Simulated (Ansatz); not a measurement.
# GeNH₃ (triplet): from Hartree-Fock to the top rungs at a displaced geometry (v2), cc-pVDZ

An exercise on one series of results from a longer session: the logs are not shown, and one member is left open.

Method: cc-pVDZ, core rule «outside noble gas», up to 15 orbitals frozen; program: Ansatz 0.2.0, Gaussian basis.

The runs, in order: UHF; CCSD(T) on ROHF; CCSD(T) on UHF; BCCD(T) on ROHF; CISD; CCSDT(Q) on ROHF; CCSDT(Q) on UHF.

20 further runs of the same task are left out: 1 for a known fault of the program, 8 that didn't finish, 11 set aside as unsound or not needed.

**The system**

The geometry is a PBE0/def2-TZVP stationary point (not a proven minimum) with its atoms shifted at random (size 0.100 Å). No spin-orbit coupling is included. The filled d shell of Ge may be among the frozen orbitals whatever the setting's name suggests; the logs give the count.

5 atoms, charge 0, spin multiplicity 3.

Atoms are counted from 1 here; the program's logs count them from 0.

Bond lengths: Ge1–N2 1.842 Å, Ge1–H3 1.586 Å, N2–H4 1.119 Å, N2–H5 0.986 Å. Angles: N2–Ge1–H3 112.3°, Ge1–N2–H4 108.5°, Ge1–N2–H5 128.6°, H4–N2–H5 113.1°.

Set-up of the first run:

The input, in.yaml:

```yaml
crystal:
  periodic: [false, false, false]
  atoms:
    - {symbol: Ge, position_ang: [0.028020, 0.045362, 0.329236]}
    - {symbol: N, position_ang: [-0.136854, -0.150204, -1.495417]}
    - {symbol: H, position_ang: [-0.060234, -1.341461, 1.092896]}
    - {symbol: H, position_ang: [0.848861, 0.089366, -1.968241]}
    - {symbol: H, position_ang: [-0.906170, 0.070233, -2.071124]}
basis:
  gaussian: {orbitals: cc-pVDZ}
magnetization: {spin_polarized: true, initial_magnetization: 2}
hamiltonian: {xc: hf}
output: {orbitals: {seedname: orbitals}}
```

Launch:

```console
$ ansatz run in.yaml --threads 1 --pin off --events-out ev --progress --plain --max-ram 2393MiB
```

Among the steps run: UHF; CCSD(T) on ROHF; CCSD(T) on UHF; BCCD(T) on ROHF; CISD; CCSDT(Q) on ROHF; CCSDT(Q) on UHF.

One table of the session follows, with a row left open; its other results are not shown here.

It belongs to the step «Misses and costs». 

```
   method  from UCCSDT(Q) (meV)
     ROHF               +7667.8
      UHF               +7570.0
     RMP2                     ?
     UMP2                +955.5
    RCCSD                +262.9
    UCCSD                +251.3
 RCCSD(T)                 +51.5
 UCCSD(T)                 +43.0
  BCCD(T)                 +50.6
   RCCSDT                 +28.1
   UCCSDT                 +19.8
RCCSDT(Q)                  +9.9
UCCSDT(Q)                     0
```

Estimate the missing values for RMP2.

**Answer.** from UCCSDT(Q) (meV): +975.1. In the column «from UCCSDT(Q) (meV)» it lies between UMP2 (+955.5) and UHF (+7570.0).

Not comparable, so not listed: CISD (they don't share determinant, frozen orbitals or solution with the rows shown, or repeat one).

To keep in mind: Restricted and unrestricted rows rest on different reference determinants; where their highest levels disagree by more than a few hundredths of an eV, they describe different states and don't form one ladder.
